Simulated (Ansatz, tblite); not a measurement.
**In4P4 wurtzite atom sphere (In4P4H14): a ladder of methods and basis sets**

One table from this session's results is given with a row withheld; the runs are named, their logs left out.

Program: Ansatz 0.2.0, Gaussian basis. Level of theory: as each input shows. These are calculated values, not measurements.

The runs, in order: GFN1-xTB, GFN2-xTB, PBE-D4/def2-TZVP, r2SCAN-D4/def2-TZVP, BHLYP-D4/def2-TZVP, PBE-QIDH/def2-TZVP, B2PLYP/def2-TZVP, PBE-D4/def2-SVP, PBE0-D4/def2-SVP, CCSD(T)/def2-SVP, MP2/def2-TZVP, RPA/def2-TZVP.

1 further run of the same task is left out (set aside as unsound or not needed).

## The structure

The singlet was relaxed beforehand with PBE-D4/def2-SVP.

22 atoms, charge 0, spin multiplicity 1.

Bond lengths: In1–P2 2.714 Å, In1–P4 2.602 Å, In1–H9 1.739 Å, In1–H10 1.739 Å, P2–In6 2.595 Å, P2–H11 1.432 Å, P2–H12 1.432 Å, In3–P4 2.602 Å, In3–P5 2.714 Å, In3–H13 1.739 Å, In3–H14 1.739 Å, P4–In7 2.602 Å, P4–H15 1.437 Å, P5–In6 2.595 Å, P5–H16 1.432 Å, P5–H17 1.432 Å, In6–P8 2.595 Å, In6–H18 1.735 Å and more. Angles: P2–In1–P4 94.9°, P2–In1–H9 102.2°, P2–In1–H10 102.2°, P4–In1–H9 111.0°, P4–In1–H10 111.0°, H9–In1–H10 128.7°, In1–P2–In6 124.8°, In1–P2–H11 111.4°, In1–P2–H12 111.5°, In6–P2–H11 104.3°, In6–P2–H12 104.3°, H11–P2–H12 96.8°, P4–In3–P5 94.9°, P4–In3–H13 111.0°, P4–In3–H14 111.0°, P5–In3–H13 102.1°, P5–In3–H14 102.2°, H13–In3–H14 128.7° and more.

In takes a core potential in the def2 sets. No spin-orbit coupling is included.

PBE0-D4/def2-TZVP was run before; its log isn't repeated, and its numbers join the tables.

Set-up of the first run:

Tight binding, by tblite at 300 K electronic temperature and without a spin-polarisation term:

```python
tblite.interface.Calculator('GFN1-xTB', numbers, positions, charge=0, uhf=0).singlepoint()
```

Tight binding, by tblite at 300 K electronic temperature and without a spin-polarisation term:

```python
tblite.interface.Calculator('GFN2-xTB', numbers, positions, charge=0, uhf=0).singlepoint()
```

start.molden holds the orbitals of an earlier run on this state, given as this run's starting guess.

Input file in.yaml:

```yaml
crystal:
  periodic: [false, false, false]
  atoms:
    - {symbol: In, position_ang: [-2.218645, -1.273621, -1.511013]}
    - {symbol: P, position_ang: [-1.965634, -1.136675, 1.187698]}
    - {symbol: In, position_ang: [2.209356, -1.285455, -1.515601]}
    - {symbol: P, position_ang: [-0.001752, -0.004418, -2.004821]}
    - {symbol: P, position_ang: [1.971778, -1.133392, 1.183638]}
    - {symbol: In, position_ang: [0.003501, 0.006016, 2.433261]}
    - {symbol: In, position_ang: [0.003175, 2.552109, -1.521472]}
    - {symbol: P, position_ang: [0.000095, 2.277380, 1.178546]}
    - {symbol: H, position_ang: [-2.042345, -2.977526, -1.810305]}
    - {symbol: H, position_ang: [-3.597107, -0.254332, -1.802502]}
    - {symbol: H, position_ang: [-2.057585, -2.433492, 1.788284]}
    - {symbol: H, position_ang: [-3.137899, -0.584440, 1.797425]}
    - {symbol: H, position_ang: [2.018864, -2.989790, -1.803914]}
    - {symbol: H, position_ang: [3.593398, -0.278003, -1.821152]}
    - {symbol: H, position_ang: [-0.002966, -0.007472, -3.441464]}
    - {symbol: H, position_ang: [2.073510, -2.426423, 1.790774]}
    - {symbol: H, position_ang: [3.144638, -0.571943, 1.783722]}
    - {symbol: H, position_ang: [0.004877, 0.009395, 4.168009]}
    - {symbol: H, position_ang: [-1.563479, 3.244891, -1.820891]}
    - {symbol: H, position_ang: [1.572327, 3.239967, -1.819061]}
    - {symbol: H, position_ang: [-1.074853, 3.009611, 1.777902]}
    - {symbol: H, position_ang: [1.066728, 3.017600, 1.782940]}
basis:
  gaussian: {orbitals: def2-TZVP, fitting: {mean_field: def2-universal-jkfit}, initial_orbitals: start.molden}
hamiltonian: {xc: pbe, dispersion: d4}
scf: {omitted_lower_state_checks: [starts]}
output: {forces: true, orbitals: {seedname: orbitals}}
```

On the command line:

```sh
ansatz run in.yaml --threads 2 --pin off --events-out ev --progress --plain --max-ram 32768MiB --backend cuda --devices 0, --max-vram 18GiB
```

Steps of the session up to this table: PBE-D4/def2-TZVP; r2SCAN-D4/def2-TZVP; BHLYP-D4/def2-TZVP; PBE-QIDH/def2-TZVP; B2PLYP/def2-TZVP; PBE-D4/def2-SVP; PBE0-D4/def2-SVP; CCSD(T)/def2-SVP; MP2/def2-TZVP; RPA/def2-TZVP.

One of the session's tables, all rows but one given; the rest of the session is left out.

It belongs to the step «Binding energy». 

```
             method  binding an atom (eV)
        HF/def2-SVP                 1.664
       HF/def2-TZVP                 1.689
    PBE-D4/def2-SVP                 2.430
   PBE-D4/def2-TZVP                 2.445
r2SCAN-D4/def2-TZVP                 2.464
   PBE0-D4/def2-SVP                     ?
  PBE0-D4/def2-TZVP                 2.442
 BHLYP-D4/def2-TZVP                 2.443
       MP2/def2-SVP                 2.212
      MP2/def2-TZVP                 2.274
      CCSD/def2-SVP                 2.224
   CCSD(T)/def2-SVP                 2.255
```

**Question.** Estimate the row for PBE0-D4/def2-SVP.

**Answer.** binding an atom (eV): 2.425. In the column «binding an atom (eV)» it lies between MP2/def2-TZVP (2.274) and PBE-D4/def2-SVP (2.430).

Caveats from the session: Free atoms were run apart at each level; binding is atoms less cluster, divided by the number of atoms, without zero-point or spin-orbit terms.
